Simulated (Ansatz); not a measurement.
C₂H₆GeO₂, SMILES [GeH3][O]C1CO1, a single point in a Gaussian basis

Program: Ansatz 0.2.0 through its Python package.

Typed at the interpreter:
```pycon
>>> import ansatz as az
>>> mol = (
...     az.Crystal.molecule()
...     .atom("Ge", [-1.5412, 0.3664, 0.6908])
...     .atom("O", [0.1691, 0.7002, 0.8546])
...     .atom("C", [0.773, -0.3856, 0.2342])
...     .atom("C", [1.3926, -0.1233, -1.1198])
...     .atom("O", [2.1631, -0.0961, -0.0072])
...     .atom("H", [-2.371, 1.611, 1.3026])
...     .atom("H", [-1.9252, 0.2995, -0.8204])
...     .atom("H", [-1.9401, -0.883, 1.4024])
...     .atom("H", [0.6941, -1.3931, 0.711])
...     .atom("H", [1.1478, 0.8803, -1.5133])
...     .atom("H", [1.5033, -1.0335, -1.7142])
... )
>>> base = (
...     mol.calculation()
...     .basis(gaussian="def2-SVP")  # atom-centred Gaussian functions
...     .correlation("ccsd")  # correlation on top of the mean field
... )
>>> out = base.run(threads=1)

>>> r = out.report
>>> r["mean_field"]["state"]["spin_squared"]
-2.1316282072803006e-14
>>> type(out).__name__, type(r).__name__
('RunOutcome', 'dict')
>>> r["converged"], r["free_energy_ev"]
(True, -62714.347265652475)
>>> for key in ("converged", "free_energy_ev", "reference_energy_ev", "n_frozen", "n_occupied", "n_virtual"):
...     print(f"{key:22s} {r[key]}")
...
converged              True
free_energy_ev         -62714.347265652475
reference_energy_ev    -62689.64266649082
n_frozen               13
n_occupied             [20, 20]
n_virtual              [85, 85]
>>> parts = r["correlation"]
>>> for name in ("random_phase", "coupled_cluster", "perturbative"):
...     if name in parts:
...         print(f"{name:16s} {parts[name]['energy']['hartree']:12.7f} Ha")
...
coupled_cluster    -0.9078773 Ha
>>> if "second_order" in parts:
...     pair = parts["second_order"]
...     print(f"MP2 same spin {pair['same_spin']['hartree']:.7f} Ha, opposite spin {pair['opposite_spin']['hartree']:.7f} Ha")
...
MP2 same spin -0.2320555 Ha, opposite spin -0.6437511 Ha
```

Total energies depend on the basis set; only differences at equal settings carry meaning. The geometry is a force-field or estimated start, not a minimum of this method, and the basis set is short of its limit. S² is that of the Hartree-Fock reference. Wall time of the script: 11 s on 1 thread of Intel(R) Xeon(R) 6975P-C (Granite Rapids), with other jobs on the host, peak memory 0.74 GiB.

(Lines on the test bed's own set-up are left out of the output.)
